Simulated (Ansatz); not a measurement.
Ir, space group Fm-3m, relaxations under a series of pressures

Program: Ansatz's Python interface.

Input file `ir.cif`:
```cif
data_Ir
_cell_length_a 2.709068
_cell_length_b 2.709068
_cell_length_c 2.709068
_cell_angle_alpha 60.00000
_cell_angle_beta 60.00000
_cell_angle_gamma 60.00000
_symmetry_space_group_name_H-M 'P 1'
_symmetry_Int_Tables_number 1
loop_
_symmetry_equiv_pos_as_xyz
'x, y, z'
loop_
_atom_site_label
_atom_site_type_symbol
_atom_site_fract_x
_atom_site_fract_y
_atom_site_fract_z
Ir1 Ir    0.000000    0.000000    0.000000
```

At the Python prompt:
```pycon
>>> import ansatz as az
>>> from ase.io import read
>>> import numpy as np
>>> def edges_and_angles(cell):
...     cell = np.asarray(cell)
...     a, b, c = np.linalg.norm(cell, axis=1)
...     cosines = cell[1] @ cell[2] / (b * c), cell[0] @ cell[2] / (a * c), cell[0] @ cell[1] / (a * b)
...     return (a, b, c, *np.degrees(np.arccos(cosines)))
...
>>> atoms = read("ir.cif")
>>> system = az.Crystal.from_ase(atoms)
>>> system.resolved().sites[-1]
Site(symbol='Ir', position=(0.0, 0.0, 0.0), moment=None, axis=None, held=None, saved=None)
>>> job = (
...     system.calculation()
...     .scf(algorithm="density_mixing")
...     .kpoints(10)
...     .basis(320)
...     .functional(az.Functional.PBESOL, dispersion="d3bjatm")
...     .occupations("gaussian")
... )
>>> # H = F + PV, with 1 GPa A^3 = 1/160.21766 eV
>>> rows = []
>>> for pressure in [0, 5, 10, 20]:
...     result = job.relax(cell=True, pressure=pressure, force_tolerance=0.001, density_extrapolation="transplant").run(threads=1, backend="cpu")
...     cell = result.lattice.cell_ang
...     n_atoms = len(result.lattice.sites)
...     volume = abs(np.linalg.det(cell)) / n_atoms
...     enthalpy = result.report["free_energy_ev"] / n_atoms + pressure * volume / 160.21766
...     rows.append((pressure, volume, enthalpy, *edges_and_angles(cell)))
...     print(f"{pressure} GPa done: {volume:.4f} A^3/atom")
...
DeckWarning: basis.ecutwfc = 320 eV is below the records' recommended 420 eV, and the density's cutoff is lower with it unless basis.ecutrho_ratio is high enough to keep the records' density cutoff: compare with a run at a higher cutoff
0 GPa done: 13.8304 A^3/atom
5 GPa done: 13.6700 A^3/atom
10 GPa done: 13.5174 A^3/atom
20 GPa done: 13.2398 A^3/atom
>>> print(" P (GPa)  V (A^3/atom)  H (eV/atom)     a       b       c")
 P (GPa)  V (A^3/atom)  H (eV/atom)     a       b       c
>>> for row in rows:
...     print("{:8.1f} {:12.4f} {:14.5f} {:7.4f} {:7.4f} {:7.4f}".format(*row[:6]))
...
     0.0      13.8304   -11799.60337  2.6943  2.6943  2.6943
     5.0      13.6700   -11799.17624  2.6839  2.6839  2.6839
    10.0      13.5174   -11798.74931  2.6738  2.6738  2.6738
    20.0      13.2398   -11797.91710  2.6554  2.6554  2.6554
>>> p, v = np.array([row[0] for row in rows], float), np.array([row[1] for row in rows])
>>> print("mean bulk modulus between rows (GPa):", np.round(-np.diff(p) / np.diff(np.log(v)), 1))
mean bulk modulus between rows (GPa): [428.6 445.3 481.9]
```

The volume falls from 13.83 Å³ an atom at 0 GPa to 13.24 at 20 GPa, by 4.3 %. Between 0 and 5 GPa, -V dP/dV is about 429 GPa, a mean over that step.

Reading the output:
- These settings explore the input space; cutoff and mesh may be short of convergence.
- The cutoff lies under the one recommended for these potentials.
- No spin polarisation was allowed.
- Under the recommended cutoff a pressure can be off by several GPa, even in sign.
- At a fixed pressure a relaxation lowers the enthalpy F + PV, while F alone can rise.
- Dispersion corrections can be off by several per cent in the lattices of metals, and by several GPa in the pressure at a fixed cell.
- The mesh is modest for a metal, so energies can be off by several to tens of meV an atom and pressures by half a GPa or more; differences at equal mesh fare better.
- Of the deposited cell: the entry's cell lengths or inner coordinates differ somewhat from later room-temperature determinations.
- Spin-orbit coupling, which matters for elements this heavy, is left out.
- Warnings are shown shortened and without file and line.
- Symmetry holds the cell in this phase, whether or not it is the stable one at each pressure.
- It ran for 22 s on 1 thread of Arm Neoverse V2, on a shared host, peak memory 0.39 GiB.
